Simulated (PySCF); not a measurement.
# CHBrClF (Bromochlorofluoromethane): the cost of one run

Computed with PySCF 2.14.0 and routines of our own; the level stands in each step. Atoms count from 0.

### Step 1. The system as given

5 atoms, charge 0, multiplicity 1; geometry from: GFN2-xTB.

### Step 2. Optimising the geometry at PBE0-D3(BJ)/def2-SVP

What the job is given:

```
{"job": {"xc": "PBE0", "basis": "def2-SVP", "d3": "d3bj", "grid": 1, "maxiter": 30, "shake": 0.01, "kind": "geom"}, "charge": 0, "multiplicity": 1}
F     -0.152070     1.119400    -0.767990
C     -0.066110     0.108600     0.066380
Cl    -1.328310    -1.097850    -0.308650
Br     1.763720    -0.627800    -0.113530
H     -0.183660     0.463680     1.085900
```

The run is started by

```
OMP_NUM_THREADS=1 python heavy_run.py task.json out
```

This one command runs all jobs of the session in turn.

Q: Estimate the wall time and peak memory of this first job on 1 thread of Arm Neoverse V2, shared host.

About 15 s, with a peak of 0.35 GiB.
